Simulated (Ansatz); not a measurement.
# BFGeH₄O: up Jacob's ladder to CCSD(T)

How much do the methods differ for BFGeH₄O? The plan is to run it at one geometry with functionals of several rungs and with coupled cluster. The yardstick is the atomisation energy at the CCSD(T) limit.

Method: functionals in def2-TZVPP, the program's frozen cores in correlated methods; program: Ansatz 0.2.0, Gaussian basis.

The runs, in order: LDA (SPW92), PBE-D4, revPBE-D4, BLYP-D4, r2SCAN-D4, B97M-V, PBE0-D4, B3LYP-D4, r2SCANh-D4, r2SCAN0-D4, HSE06-D4, BHLYP-D4, CAM-B3LYP-D4, LC-ωPBE, ωB97X-V, ωB97M-V, B2PLYP, PBE-QIDH; CCSD(T)/def2-SVP; CCSD(T)/def2-TZVPP; MP2/def2-QZVPP; extrapolation to the limit; RPA on PBE.

## 1. Structure used throughout

All runs share one geometry, relaxed beforehand with PBE0-D4 in a triple-zeta def2 set.

SMILES `B[O][GeH2][F]`, 8 atoms, charge 0, spin multiplicity 1.

Atoms are counted from 1 here; the program's logs count them from 0.

Bond lengths: B1–O2 1.348 Å, B1–H5 1.199 Å, B1–H6 1.206 Å, O2–Ge3 1.778 Å, Ge3–F4 1.730 Å, Ge3–H7 1.530 Å, Ge3–H8 1.527 Å. Angles: O2–B1–H5 117.8°, O2–B1–H6 120.5°, H5–B1–H6 121.7°, B1–O2–Ge3 124.8°, O2–Ge3–F4 105.1°, O2–Ge3–H7 110.2°, O2–Ge3–H8 107.2°, F4–Ge3–H7 107.4°, F4–Ge3–H8 107.4°, H7–Ge3–H8 118.7°.

## 2. LDA

This LDA is Slater exchange with PW92 correlation.

The input, in.yaml:

```yaml
crystal:
  periodic: [false, false, false]
  atoms:
    - {symbol: B, position_ang: [-0.657511, 1.393284, -0.276244]}
    - {symbol: O, position_ang: [-0.845314, 0.064427, -0.151731]}
    - {symbol: Ge, position_ang: [0.422372, -1.104589, 0.281173]}
    - {symbol: F, position_ang: [1.042345, -1.678679, -1.228085]}
    - {symbol: H, position_ang: [-1.592497, 2.061049, -0.617630]}
    - {symbol: H, position_ang: [0.418384, 1.884549, -0.039306]}
    - {symbol: H, position_ang: [1.569046, -0.396209, 1.006171]}
    - {symbol: H, position_ang: [-0.264526, -2.281032, 0.969951]}
basis:
  gaussian: {orbitals: def2-TZVPP}
hamiltonian: {xc: lda}
output: {orbitals: {seedname: orbitals}}
```

Launch:

```
$ ansatz run in.yaml --threads 2 --pin off --events-out ev --progress --plain --max-ram 4352MiB
```

The runs that follow: PBE-D4 (GGA); revPBE-D4 (GGA); BLYP-D4 (GGA); r2SCAN-D4 (meta-GGA); B97M-V (meta-GGA); PBE0-D4 (hybrid); B3LYP-D4 (hybrid); r2SCANh-D4 (hybrid); r2SCAN0-D4 (hybrid); HSE06-D4 (hybrid); BHLYP-D4 (hybrid); CAM-B3LYP-D4 (range-separated); LC-ωPBE (range-separated); ωB97X-V (range-separated); ωB97M-V (range-separated); B2PLYP (double hybrid); PBE-QIDH (double hybrid); CCSD(T) in def2-SVP; CCSD(T) in def2-TZVPP; MP2 in def2-QZVPP; RPA on PBE orbitals.

Before running them: what should the planned runs give, taken together? Wanted: atomisation energy, CCSD(T)/CBS; farthest beyond LDA; mean size of error, GGA; mean size of error, meta-GGA; mean size of error, hybrid; mean size of error, range-separated; mean size of error, double hybrid; gap, smallest and largest; T1 diagnostic.

**Answer**, as computed:

```
                               quantity                                                                                                      value
        atomisation energy, CCSD(T)/CBS                                                                                             668.1 kcal/mol
functionals within 6.7 kcal/mol (1.0 %)  PBE-D4, BLYP-D4, r2SCAN-D4, B97M-V, B3LYP-D4, r2SCANh-D4, CAM-B3LYP-D4, LC-ωPBE, ωB97X-V, ωB97M-V, B2PLYP
                    farthest beyond LDA                                                                                  BHLYP-D4 (-22.6 kcal/mol)
                mean size of error, GGA                                                                                               7.6 kcal/mol
           mean size of error, meta-GGA                                                                                               2.2 kcal/mol
             mean size of error, hybrid                                                                                              10.6 kcal/mol
    mean size of error, range-separated                                                                                               2.9 kcal/mol
      mean size of error, double hybrid                                                                                               7.3 kcal/mol
              gap, smallest and largest                                                                  5.16 eV (LDA (SPW92)), 12.98 eV (LC-ωPBE)
                          T1 diagnostic                                                                                                     0.0131
triples share of the correlation energy                                                                                                      3.2 %
```

In words: The LDA atomisation energy is off by 91.7 kcal/mol (14 %): it overbinds. PBE-D4 misses by +2.8 kcal/mol. Double hybrids carry the basis error of their MP2 part in triple zeta, and no dispersion term here, so their miss is partly the set-up's. The rungs meta-GGA, range-separated miss on average by less than the doubt on the reference (6.7 kcal/mol), so they tie. Misses under about 6.7 kcal/mol are within the doubt on the reference itself, which lacks core-valence correlation, relativity and higher excitations, and its outer-core shells are covered unevenly. Hartree-Fock recovers 74 % of the binding; the rest is correlation. CCSD(T) in def2-SVP is off by -37.9 kcal/mol, more than most functionals: a good method in a small basis is no reference. The gap grows from 5.2 to 13.0 eV across the functionals, mostly with the share of exact exchange. Correlated methods include outer-core shells of Ge, which these sets cover unevenly.
